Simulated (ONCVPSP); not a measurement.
# Oxygen: generating and testing an ONCV potential

Aim: build the potential from the settings below, then test how well it stands in for the atom: other configurations, scattering, ghost states and the plane-wave cutoff that it needs.

Program: ONCVPSP 4.0.1.1 (patched build). Reference atom: LDA (Perdew-Wang 92), scalar-relativistic, spherical and spin-unpolarised. All values are calculated.

## 1. Starting point

The settings as typed:

```json
{
 "element": "oxygen (O, Z = 8)",
 "type": "optimised norm-conserving Vanderbilt (ONCV)",
 "frozen core": "[He]",
 "valence charge": "6",
 "reference configuration": "2s2 2p4",
 "partial waves": "2s: rc 0.75 bohr, ncon 4, nbas 8, qcut 7.4 1/bohr, local; 2p: rc 1.95 bohr, ncon 5, nbas 9, qcut 5.8 1/bohr, 2 projectors, debl 2.4 Ha; d scattering state at 0.18 Ha: rc 1.55 bohr, ncon 3, nbas 8, qcut 5.7 1/bohr, 3 projectors, debl 1 Ha",
 "local potential": "the s channel",
 "core correction": "not asked for"
}
```

The nodes and maxima of the atom's own shells, from an earlier all-electron run, set the scale for the radii.

All-electron outer shells of the reference configuration (LDA (PZ), scalar-relativistic, ld1.x):

```csv
shell,level (eV),outermost node (bohr),outermost maximum (bohr)
1s,-510.89,–,0.13
2s,-23.75,0.28,0.88
2p,-9.20,–,0.82
```

## 2. Generation

Input file O.dat:

```
# ATOM AND REFERENCE CONFIGURATION
# atsym  z   nc   nv     iexc    psfile
  O 8.00    1    2  -001012      upf
#
#   n    l    f
    1    0    2.00
    2    0    2.00
    2    1    4.00
#
# PSEUDOPOTENTIAL AND OPTIMIZATION
# lmax
    2
#
#   l,   rc,      ep,       ncon, nbas, qcut
    0    0.75    0.00    4    8    7.40
    1    1.95    0.00    5    9    5.80
    2    1.55    0.18    3    8    5.70
#
# LOCAL POTENTIAL
# lloc, lpopt,  rc(5),   dvloc0
    0    5    0.75    0.00
#
# VANDERBILT-KLEINMAN-BYLANDER PROJECTORs
# l, nproj, debl
    0    0    3.10
    1    2    2.40
    2    3    1.00
#
# MODEL CORE CHARGE
# icmod, fcfact, rcfact
    0    0.00    0.00
#
# LOG DERIVATIVE ANALYSIS
# epsh1, epsh2, depsh
   -2.00    5.00    0.02
#
# OUTPUT GRID
# rlmax, drl
    6.00    0.01
#
# TEST CONFIGURATIONS
# ncnf
    4
# nvcnf
#   n    l    f
    2
    2    0    2.00
    2    1    3.00
#
    2
    2    0    2.00
    2    1    2.00
#
    2
    2    0    2.00
    2    1    1.00
#
    2
    2    0    2.00
    2    1    0.00
#
```

The run is started by

```
$ oncvpsp.x < O.dat > O.out
```

Q: Predict the outcome of this session. Wanted: cutoffs for 1 and 0.1 mHa per electron, occupied waves; bound ghosts; GHOST(+) flags; largest test error; largest phase difference near zero energy, channels read.

As calculated:

```
                                                quantity                                                   value
  cutoffs for 1 and 0.1 mHa per electron, occupied waves                                       123 Ha and 282 Ha
                                            bound ghosts                                              none found
                                          GHOST(+) flags  d at 1246 eV (1 near or above the test basis's cutoff)
                            largest test error (AE − PS)                                  +7265 meV, for 2s2 2p0
largest phase difference near zero energy, channels read                                               0.002 rad
```

What this shows: By total energies transferability is poor: the largest error is 7265 meV on 181.2 eV, for 2s2 2p0. That test lies far up in energy; among those under 40 eV, nearer to bonding, the largest error is 113 meV. It counts as very hard, with 123 Ha needed at the looser tolerance. At the looser tolerance the 2s wave is the slowest; 2p needs 17 Ha. The program's ghost test flags no bound state. Near zero energy the phases of the channels with partial waves agree within 0.002 rad. The program also flags highly localised states, GHOST(+) (d).
